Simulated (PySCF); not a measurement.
**PrF4: other functionals and bases at one geometry**

How far do other levels of theory move the description of PrF4, and what does each cost? The structure is generated, not taken from experiment.

Program: PySCF 2.14.0. Level of theory: several levels, as the steps say, no spin–orbit coupling. These are calculated values, not measurements.

1 further run of the same task is left out (for a known fault of the program).

### Step 1. The starting structure

5 atoms, charge 0, spin multiplicity 1.

Bond lengths: Pr1–F2 2.025 Å, Pr1–F3 2.025 Å, Pr1–F4 2.025 Å, Pr1–F5 2.025 Å. Angles: F2–Pr1–F3 109.5°, F2–Pr1–F4 109.5°, F2–Pr1–F5 109.5°, F3–Pr1–F4 109.5°, F3–Pr1–F5 109.5°, F4–Pr1–F5 109.5°.

As a file:

```mol
F4Pr
  3D, bonds by distance, orders not assigned

  5  4  0  0  0  0  0  0  0  0999 V2000
    0.0000    0.0000   -0.0000 Pr  0  0
    1.1689    1.1689    1.1689 F   0  0
   -1.1689   -1.1689    1.1689 F   0  0
    1.1689   -1.1689   -1.1689 F   0  0
   -1.1689    1.1689   -1.1689 F   0  0
  1  2  8  0
  1  3  8  0
  1  4  8  0
  1  5  8  0
M  END
```

Formal oxidation states: Pr +4. Each metal's 1 4f electrons lie in its core potential, so multiplicities, spins and levels count the valence alone. An earlier session relaxed this geometry at PBE0, Pr lcecp-2-SVP with ECP47, F def2-SVP (singlet, point group Td).

At PBE0 on the finer grid: E = -438.263493 Eh, frontier levels not given, since the 4f levels lie in the core, Mulliken charge on Pr1 +1.65 e, largest force component 0.002 eV/Å. 

Levels to run: B3LYP; wB97X; PBE0, TZVP. Hardware: 2 threads of Arm Neoverse V2, shared host.

### Step 2. B3LYP

File run.py (the lines that set the calculation):

```python
mol = gto.M(atom='''
Pr     0.00000     0.00000     0.00000
F      1.16890     1.16890     1.16890
F     -1.16890    -1.16890     1.16890
F      1.16890    -1.16890    -1.16890
F     -1.16890     1.16890    -1.16890''',
    basis={'Pr': 'lcecp-2-SVP', 'F': 'def2-SVP'},
    ecp={'Pr': 'lcecp-2-SVP'},
    charge=0, spin=0)
mf = dft.RKS(mol, xc='B3LYP')
mf.grids.atom_grid = (75, 302)  # f atoms: unpruned, at least (60, 302)
mf = mf.density_fit()  # fitting sets: Pr AutoAux, F def2-universal-JKFIT
mf.conv_tol = 1e-08; mf.max_cycle = 55
mf.kernel(dm0)  # dm0: the density of the relaxed state
```

Launch:

```console
$ OMP_NUM_THREADS=2 python run.py
```

### Step 3. wB97X

Changes to run.py (the lines that set the calculation) since step 2:

```diff
@@ -9,3 +9,3 @@
     charge=0, spin=0)
-mf = dft.RKS(mol, xc='B3LYP')
+mf = dft.RKS(mol, xc='WB97X')
 mf.grids.atom_grid = (75, 302)  # f atoms: unpruned, at least (60, 302)
```

### Step 4. PBE0, TZVP

Basis: Pr lcecp-2-TZVP with ECP47, F def2-TZVP. 

File run.py (the lines that set the calculation):

```python
mol = gto.M(atom='''
Pr     0.00000     0.00000     0.00000
F      1.16890     1.16890     1.16890
F     -1.16890    -1.16890     1.16890
F      1.16890    -1.16890    -1.16890
F     -1.16890     1.16890    -1.16890''',
    basis={'Pr': 'lcecp-2-TZVP', 'F': 'def2-TZVP'},
    ecp={'Pr': 'lcecp-2-TZVP'},
    charge=0, spin=0)
mf = dft.RKS(mol, xc='PBE0')
mf.grids.atom_grid = (75, 302)  # f atoms: unpruned, at least (60, 302)
mf = mf.density_fit()  # fitting sets: Pr AutoAux, F def2-universal-JKFIT
mf.conv_tol = 1e-08; mf.max_cycle = 55
mf.kernel(dm0)  # dm0: free metal ions and neutral atoms
```

What does the calculation give? Wanted: for each run, charge on Pr1; dipole; largest force.

The runs gave:

| level | state | charge on Pr1 (e) | dipole (D) | largest force (eV/Å) | basis functions | time |
| --- | --- | --- | --- | --- | --- | --- |
| PBE0 (relaxed here) | singlet | 1.65 | 0.00 | 0.00 | 86 | 6.6 s |
| B3LYP | singlet | 1.58 | 0.00 | 0.18 | 86 | 3 s |
| wB97X | singlet | 1.67 | 0.00 | 0.00 | 86 | 4 s |
| PBE0, TZVP | singlet | 1.91 | 0.00 | 0.10 | 171 | 9.5 s |

Times are on 2 threads of Arm Neoverse V2, shared host; the first row also made further properties.

The largest leftover force, 0.18 eV/Å with B3LYP, stands at a geometry relaxed at another level. The Mulliken charge on Pr spans +1.58 to +1.91 e over the levels. With 4f in the core, its levels are missing from HOMO and gap. Total energies of different levels can't be compared. Spin–orbit coupling is left out throughout.
